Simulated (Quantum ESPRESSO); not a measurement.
**RuAu in Quantum ESPRESSO: convergence with k mesh**

Crystal: RuAu.

```
CELL_PARAMETERS angstrom
3.16481 0.00000 0.00000
0.00000 3.16481 0.00000
0.00000 0.00000 3.16481
ATOMIC_POSITIONS crystal
Ru 0.00000 0.00000 0.00000
Au 0.50000 0.50000 0.50000
```

The cell was built by a generator and needn't be a form met in nature.

```yaml
Program: Quantum ESPRESSO 7.5
Task: single point
Functional: PBE
Potentials_or_basis: SSSP 1.3 efficiency PBE
Cutoff: 816 eV
Density_cutoff: 3265 eV
k_mesh: 1 × 1 × 1
Occupations: methfessel-paxton, width 0.136 eV
Spin: no spin polarisation
```

These are the settings of the first run; the series varies k mesh, with any setting tied to it.

Hardware: 1 thread of Arm Neoverse V1, on a shared host.

```csv
k mesh,"energy less the tightest run, at zero smearing (meV/atom)",pressure (GPa),SCF cycles,CPU time (s),peak memory (GiB)
1 × 1 × 1,-1352.85,12.99,11,1.1,0.05
2 × 2 × 2,966.63,7.88,25,5.3,0.05
4 × 4 × 4,33.95,0.81,10,6.2,0.05
5 × 5 × 5,-26.51,-1.24,10,6.5,0.05
6 × 6 × 6,2.37,-0.14,9,12,0.06
7 × 7 × 7,9.01,-0.65,10,12,0.05
8 × 8 × 8,-0.68,-0.34,10,22,0.07
10 × 10 × 10,-9.89,-0.62,10,33,0.08
11 × 11 × 11,0.00,-0.52,11,34,0.08
```

Against the tightest run, the pressure stays within 0.1 GPa from 10 × 10 × 10 on. Not settled before the last step: the energy (to 1 meV/atom). Meshes of other sizes hit other points, so gaps and Fermi surfaces needn't settle smoothly. The tightest run that finished is the yardstick and may itself not be fully converged.

Spin-orbit coupling is left out, which matters for the levels of Au.
